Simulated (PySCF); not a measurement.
# H4HgO2 (Hg(H2O)22+): the cost of one run

Method: B3LYP, Hg def2-SVP with ECP60, O def2-SVP, H def2-SVP; scalar-relativistic core potentials, no spin–orbit coupling; program: PySCF 2.14.0.

2 further runs of the same task are left out: 2 for a known fault of the program.

**1. The system as given**

7 atoms, charge 2, spin multiplicity 1.

Bond lengths: Hg1–O2 2.062 Å, Hg1–O5 2.062 Å, O2–H3 0.984 Å, O2–H4 0.984 Å, O5–H6 0.984 Å, O5–H7 0.984 Å. Angles: O2–Hg1–O5 180.0°, Hg1–O2–H3 124.6°, Hg1–O2–H4 124.6°, H3–O2–H4 110.8°, Hg1–O5–H6 124.6°, Hg1–O5–H7 124.6°, H6–O5–H7 110.8°.

As a file:

```xyz
7
H4HgO2
Hg    0.0000    0.0000    0.0000
O     0.0000    0.0000    2.0618
H     0.5726    0.5726    2.6205
H    -0.5726   -0.5726    2.6205
O     0.0000    0.0000   -2.0618
H     0.5726   -0.5726   -2.6205
H    -0.5726    0.5726   -2.6205
```

Formal oxidation states: Hg +2. An earlier session relaxed this geometry at B3LYP, Hg def2-SVP with ECP60, O def2-SVP, H def2-SVP (singlet, point group D2d).

Its energy there is -305.517957 Eh.

**2. Multiplicity 3 at the relaxed geometry**

File run.py (the lines that set the calculation):

```python
mol = gto.M(atom='''
Hg     0.00000     0.00000     0.00000
O      0.00000     0.00000     2.06182
H      0.57263     0.57263     2.62050
H     -0.57263    -0.57263     2.62050
O      0.00000     0.00000    -2.06182
H      0.57263    -0.57263    -2.62050
H     -0.57263     0.57263    -2.62050''',
    basis={'Hg': 'def2-SVP', 'O': 'def2-SVP', 'H': 'def2-SVP'},
    ecp={'Hg': 'def2-SVP'},
    charge=2, spin=2)
mf = dft.UKS(mol, xc='B3LYP')
mf.grids.atom_grid = (50, 194)
mf = mf.density_fit()  # fitting sets: Hg def2-universal-JKFIT, O def2-universal-JKFIT, H def2-universal-JKFIT
mf.conv_tol = 1e-08; mf.max_cycle = 55
mf.kernel(dm0)  # dm0: free metal ions and neutral atoms
```

Command:

```
> OMP_NUM_THREADS=2 python run.py
```

**Question.** How long does this run take on 2 threads of Arm Neoverse V1, shared host?

About 2.8 s.
